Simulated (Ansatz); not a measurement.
Molecular dynamics of K3AsF6

input.yaml

```yaml
accuracy: low
crystal:
  lattice:
    - [9.16772, 0.0, 0.0]
    - [0.0, 9.16772, 0.0]
    - [0.0, 0.0, 9.16772]
  atoms:
    - { symbol: K, position: [0.25, 0.25, 0.25] }
    - { symbol: K, position: [0.75, 0.75, 0.75] }
    - { symbol: K, position: [0.5, 0.5, 0.5] }
    - { symbol: As, position: [0.0, 0.0, 0.0] }
    - { symbol: F, position: [0.5, 0.5, 0.22533] }
    - { symbol: F, position: [0.77467, 0.5, 0.5] }
    - { symbol: F, position: [0.5, 0.5, 0.77467] }
    - { symbol: F, position: [0.5, 0.22533, 0.5] }
    - { symbol: F, position: [0.5, 0.77467, 0.5] }
    - { symbol: F, position: [0.22533, 0.5, 0.5] }
    - { symbol: K, position: [0.75, 0.75, 0.25] }
    - { symbol: K, position: [0.25, 0.25, 0.75] }
    - { symbol: K, position: [0.0, 0.0, 0.5] }
    - { symbol: As, position: [0.5, 0.5, 0.0] }
    - { symbol: F, position: [0.0, 0.0, 0.22533] }
    - { symbol: F, position: [0.27467, 0.0, 0.5] }
    - { symbol: F, position: [0.0, 0.0, 0.77467] }
    - { symbol: F, position: [0.0, 0.72533, 0.5] }
    - { symbol: F, position: [0.0, 0.27467, 0.5] }
    - { symbol: F, position: [0.72533, 0.0, 0.5] }
    - { symbol: K, position: [0.75, 0.25, 0.75] }
    - { symbol: K, position: [0.25, 0.75, 0.25] }
    - { symbol: K, position: [0.0, 0.5, 0.0] }
    - { symbol: As, position: [0.5, 0.0, 0.5] }
    - { symbol: F, position: [0.0, 0.5, 0.72533] }
    - { symbol: F, position: [0.27467, 0.5, 0.0] }
    - { symbol: F, position: [0.0, 0.5, 0.27467] }
    - { symbol: F, position: [0.0, 0.22533, 0.0] }
    - { symbol: F, position: [0.0, 0.77467, 0.0] }
    - { symbol: F, position: [0.72533, 0.5, 0.0] }
    - { symbol: K, position: [0.25, 0.75, 0.75] }
    - { symbol: K, position: [0.75, 0.25, 0.25] }
    - { symbol: K, position: [0.5, 0.0, 0.0] }
    - { symbol: As, position: [0.0, 0.5, 0.5] }
    - { symbol: F, position: [0.5, 0.0, 0.72533] }
    - { symbol: F, position: [0.77467, 0.0, 0.0] }
    - { symbol: F, position: [0.5, 0.0, 0.27467] }
    - { symbol: F, position: [0.5, 0.72533, 0.0] }
    - { symbol: F, position: [0.5, 0.27467, 0.0] }
    - { symbol: F, position: [0.22533, 0.0, 0.0] }
basis:
  ecutwfc: 250.0
kpoints:
  mp_grid: { grid: [1, 1, 1] }
hamiltonian:
  xc: r2scan
scf:
  occupations: { method: fermi_dirac, width: 0.05 }
  lower_state_search: "off"
  max_iter: 89
md:
  timestep: 2
  n_steps: 200
  ensemble: nvt_nose_hoover
  temperature: 1500.0
  initial_velocities: maxwell_boltzmann
  seed: 574000
  nose_hoover: { tau: 200.0, chain_length: 3 }
```

Command:

```bash
$ ansatz run input.yaml --threads 4 --pin off --max-ram 10240MiB --backend cpu --events-out ev --progress --plain --runs-dir out
```

It starts from an unrelaxed structure (largest force component 0.51 eV/Å).

Output, in part (step lines):

```
md step     0: t =     0.00 fs  T =  1500.0 K  F+E_penalty+E_count = -57368.30401059 eV  E_kin = 7.561710 eV  conserved = -57360.74230065 eV  (9 SCF iters)
md step     1: t =     2.00 fs  T =  1509.4 K  F+E_penalty+E_count = -57368.35260599 eV  E_kin = 7.609040 eV  conserved = -57360.74356451 eV  (9 SCF iters)
md step     2: t =     4.00 fs  T =  1505.2 K  F+E_penalty+E_count = -57368.33275764 eV  E_kin = 7.587776 eV  conserved = -57360.74497137 eV  (9 SCF iters)
md step     3: t =     6.00 fs  T =  1484.3 K  F+E_penalty+E_count = -57368.22814755 eV  E_kin = 7.482514 eV  conserved = -57360.74561174 eV  (9 SCF iters)
md step     4: t =     8.00 fs  T =  1445.7 K  F+E_penalty+E_count = -57368.03318481 eV  E_kin = 7.287951 eV  conserved = -57360.74521722 eV  (9 SCF iters)
md step     5: t =    10.00 fs  T =  1391.6 K  F+E_penalty+E_count = -57367.75866374 eV  E_kin = 7.015169 eV  conserved = -57360.74353735 eV  (6 SCF iters)
md step     6: t =    12.00 fs  T =  1327.8 K  F+E_penalty+E_count = -57367.43403516 eV  E_kin = 6.693454 eV  conserved = -57360.74077971 eV  (5 SCF iters)
md step     7: t =    14.00 fs  T =  1262.9 K  F+E_penalty+E_count = -57367.10377712 eV  E_kin = 6.366563 eV  conserved = -57360.73771185 eV  (4 SCF iters)
[... lines left out ...]
```

The steps, from the saved trajectory:

```json
{"time (fs)": "0.0", "T (K)": "1500", "potential energy less start (eV)": "0.000", "conserved less start (meV/atom)": "0.00"}
{"time (fs)": "12.0", "T (K)": "1328", "potential energy less start (eV)": "0.870", "conserved less start (meV/atom)": "0.04"}
{"time (fs)": "24.0", "T (K)": "1160", "potential energy less start (eV)": "1.723", "conserved less start (meV/atom)": "0.09"}
{"time (fs)": "36.0", "T (K)": "1167", "potential energy less start (eV)": "1.696", "conserved less start (meV/atom)": "-0.02"}
{"time (fs)": "48.0", "T (K)": "932", "potential energy less start (eV)": "2.909", "conserved less start (meV/atom)": "0.13"}
{"time (fs)": "60.0", "T (K)": "947", "potential energy less start (eV)": "2.864", "conserved less start (meV/atom)": "0.05"}
{"time (fs)": "72.0", "T (K)": "971", "potential energy less start (eV)": "2.790", "conserved less start (meV/atom)": "-0.01"}
{"time (fs)": "84.0", "T (K)": "825", "potential energy less start (eV)": "3.582", "conserved less start (meV/atom)": "0.07"}
{"time (fs)": "96.0", "T (K)": "757", "potential energy less start (eV)": "3.986", "conserved less start (meV/atom)": "0.05"}
{"time (fs)": "108.0", "T (K)": "716", "potential energy less start (eV)": "4.266", "conserved less start (meV/atom)": "0.09"}
{"time (fs)": "120.0", "T (K)": "809", "potential energy less start (eV)": "3.886", "conserved less start (meV/atom)": "0.06"}
{"time (fs)": "132.0", "T (K)": "869", "potential energy less start (eV)": "3.701", "conserved less start (meV/atom)": "0.01"}
{"time (fs)": "144.0", "T (K)": "893", "potential energy less start (eV)": "3.707", "conserved less start (meV/atom)": "0.10"}
{"time (fs)": "156.0", "T (K)": "1048", "potential energy less start (eV)": "3.074", "conserved less start (meV/atom)": "-0.03"}
{"time (fs)": "168.0", "T (K)": "985", "potential energy less start (eV)": "3.550", "conserved less start (meV/atom)": "0.11"}
{"time (fs)": "180.0", "T (K)": "1011", "potential energy less start (eV)": "3.570", "conserved less start (meV/atom)": "0.08"}
{"time (fs)": "192.0", "T (K)": "1115", "potential energy less start (eV)": "3.194", "conserved less start (meV/atom)": "0.08"}
{"time (fs)": "204.0", "T (K)": "1224", "potential energy less start (eV)": "2.801", "conserved less start (meV/atom)": "0.02"}
{"time (fs)": "216.0", "T (K)": "1199", "potential energy less start (eV)": "3.072", "conserved less start (meV/atom)": "0.09"}
{"time (fs)": "228.0", "T (K)": "1206", "potential energy less start (eV)": "3.171", "conserved less start (meV/atom)": "0.12"}
{"time (fs)": "240.0", "T (K)": "1238", "potential energy less start (eV)": "3.122", "conserved less start (meV/atom)": "0.08"}
{"time (fs)": "252.0", "T (K)": "1251", "potential energy less start (eV)": "3.166", "conserved less start (meV/atom)": "0.13"}
{"time (fs)": "264.0", "T (K)": "1288", "potential energy less start (eV)": "3.082", "conserved less start (meV/atom)": "0.07"}
{"time (fs)": "276.0", "T (K)": "1274", "potential energy less start (eV)": "3.244", "conserved less start (meV/atom)": "0.08"}
{"time (fs)": "288.0", "T (K)": "1187", "potential energy less start (eV)": "3.772", "conserved less start (meV/atom)": "0.14"}
{"time (fs)": "300.0", "T (K)": "1140", "potential energy less start (eV)": "4.090", "conserved less start (meV/atom)": "0.16"}
{"time (fs)": "312.0", "T (K)": "1290", "potential energy less start (eV)": "3.421", "conserved less start (meV/atom)": "0.15"}
{"time (fs)": "324.0", "T (K)": "1472", "potential energy less start (eV)": "2.597", "conserved less start (meV/atom)": "-0.01"}
{"time (fs)": "336.0", "T (K)": "1313", "potential energy less start (eV)": "3.499", "conserved less start (meV/atom)": "0.18"}
{"time (fs)": "348.0", "T (K)": "1265", "potential energy less start (eV)": "3.826", "conserved less start (meV/atom)": "0.10"}
{"time (fs)": "360.0", "T (K)": "1235", "potential energy less start (eV)": "4.064", "conserved less start (meV/atom)": "0.18"}
{"time (fs)": "372.0", "T (K)": "1369", "potential energy less start (eV)": "3.477", "conserved less start (meV/atom)": "0.09"}
{"time (fs)": "384.0", "T (K)": "1313", "potential energy less start (eV)": "3.858", "conserved less start (meV/atom)": "0.11"}
{"time (fs)": "396.0", "T (K)": "1170", "potential energy less start (eV)": "4.674", "conserved less start (meV/atom)": "0.21"}
```

The run went to its last step. The conserved energy stayed within 0.22 meV per atom of its start (net change 0.17 meV per atom), so the integration is sound. The mean temperature of the second half is 16 % below the set value. A run of 0.4 ps of so small a system gives no equilibrium averages. The plane-wave cutoff is below what these datasets need, so energies and pressures aren't converged. Limits of this set-up: coarse k mesh, low accuracy level.

Mean squared displacements from the first frame to the last, about the centre of mass: K 0.42 Å², As 0.16 Å², F 0.68 Å².

Last frame:

```xyz
40
Lattice="9.1677 0.0000 0.0000 0.0000 9.1677 0.0000 0.0000 0.0000 9.1677" Properties=species:S:1:pos:R:3
K 1.873 1.970 1.868
K 6.290 6.858 6.411
K 4.647 4.554 4.658
As 0.073 0.179 -0.053
F 5.444 3.961 2.232
F 7.675 4.332 4.831
F 3.903 5.069 7.353
F 5.054 1.778 4.969
F 4.607 6.908 3.987
F 2.312 5.559 4.883
K 6.766 6.418 2.421
K 1.751 2.833 7.350
K -0.011 0.091 4.728
As 4.609 4.265 -0.178
F -0.048 -0.192 2.223
F 2.470 -0.200 3.830
F 0.222 0.289 7.226
F 0.325 6.979 5.313
F 0.843 3.080 4.826
F 6.459 -0.726 4.511
K 7.338 2.162 6.387
K 2.989 6.215 2.380
K -0.752 5.042 0.279
As 4.409 -0.114 4.550
F -0.034 5.306 6.642
F 2.734 4.383 0.367
F 0.604 5.300 2.285
F -0.375 2.312 -0.392
F -0.509 7.558 0.118
F 5.943 4.140 -1.770
K 2.144 7.134 7.037
K 6.645 1.876 2.871
K 4.696 0.100 -0.023
As 0.395 5.015 4.833
F 4.540 -0.474 6.403
F 7.064 0.028 -0.274
F 4.854 0.391 2.733
F 5.071 6.153 0.172
F 3.944 2.420 -0.654
F 1.993 -0.501 0.501
```

The run took 7.4 min on 4 threads of Intel(R) Xeon(R) Platinum 8488C (Sapphire Rapids), on a shared host, peak memory 0.81 GiB.
